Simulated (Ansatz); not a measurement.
# Cu3Ag2Ir6Rh: the cost of one run

Program: Ansatz 0.2.0. Level of theory: DFT PBE, scalar-relativistic, plane waves, PAW. These are calculated values, not measurements.

**1. Starting point**

The cell holds 12 atoms (Ag2Cu3Ir6Rh): a = 5.460 Å, b = 5.460 Å, c = 6.687 Å, α = 90.00°, β = 90.00°, γ = 120.00°.

The sites of an ideal fcc lattice, at a guessed lattice constant, take 2 Ag, 1 Rh, 6 Ir, 3 Cu (sublattices apart by semicolons), with a shake of 0.02 Å. Warren-Cowley parameters of the first shell (negative: unlike neighbours preferred): Ag-Cu -0.50, Ag-Ir +0.00, Ag-Rh -0.50, Cu-Ir +0.06, Cu-Rh -0.33, Ir-Rh +0.17. In a cell this small the draw can fall short of the order aimed at.

As a file:

```xyz
12
Lattice="-3.8605 -3.8605 0.0000 0.0000 3.8605 3.8605 -3.8605 3.8605 -3.8605" Properties=species:S:1:pos:R:3 pbc="T T T"
Cu   -3.8574    1.9550   -1.8781
Cu   -3.8655    0.0117    0.0212
Cu   -3.8807    3.8836    0.0333
Rh   -1.9105    3.8628    1.9166
Ag   -1.9078    1.9445    0.0165
Ag   -5.7830    1.9452   -0.0349
Ir   -1.9434    1.9078    3.8349
Ir   -3.8478    7.6898   -0.0038
Ir   -5.7790    0.0046   -1.8849
Ir   -1.9143    0.0049    1.9150
Ir   -3.8677    5.7646   -1.9030
Ir   -3.8193    1.9507    1.9138
```

**2. Relaxation without symmetry, coarse mesh**

Cell and atoms move without symmetry, on a coarse mesh with loose thresholds.

The input, input.yaml:

```yaml
crystal:
  lattice:
    - [-3.86046702, -3.86046702, 0.0]
    - [0.0, 3.86046702, 3.86046702]
    - [-3.86046702, 3.86046702, -3.86046702]
  atoms:
    - { symbol: Cu, position: [0.3351677632, 0.1775560969, 0.6640389324] }
    - { symbol: Cu, position: [0.6683570121, 0.338440885, 0.3329591644] }
    - { symbol: Cu, position: [0.3377071125, 0.6761562339, 0.6675357998] }
    - { symbol: Rh, position: [0.1618786099, 0.8294791253, 0.3330003695] }
    - { symbol: Ag, position: [0.1629926386, 0.3354737151, 0.3312087291] }
    - { symbol: Ag, position: [0.8277042236, 0.6612667256, 0.6703035894] }
    - { symbol: Ir, position: [0.5020000377, 0.9947878505, 0.0014107252] }
    - { symbol: Ir, position: [0.0001758515, 0.9955675987, 0.996555553] }
    - { symbol: Ir, position: [0.83482735, 0.1738821419, 0.6621428778] }
    - { symbol: Ir, position: [0.4955079488, 0.4964200805, 0.0003576078] }
    - { symbol: Ir, position: [0.0058582905, 0.5030779245, 0.9960118124] }
    - { symbol: Ir, position: [0.6563680118, 0.8287181846, 0.3329631587] }
  symmetry: { detect: false }
basis:
  ecutwfc: 420
kpoints:
  mp_grid: { grid: [3, 3, 2], shift: [0.0, 0.0, 0.5] }
hamiltonian:
  xc: pbe
scf:
  occupations: { method: gaussian, width: 0.1 }
  lower_state_search: "off"
output:
  forces: true
  stress: true
  eigenvalues: true
relax:
  adjacent_minimum: "off"
  f_tol: 0.04
  max_steps: 50
  cell: { stress_tol: 0.3 }
```

On the command line:

```sh
> ansatz run input.yaml --threads 4 --pin off --max-ram 9216MiB --backend cpu --events-out ev --progress --plain --runs-dir out
```

What time and memory should one allow on 4 threads of Intel Xeon Platinum 8559C (Emerald Rapids), shared host?

About 28 s, with a peak of 0.92 GiB.
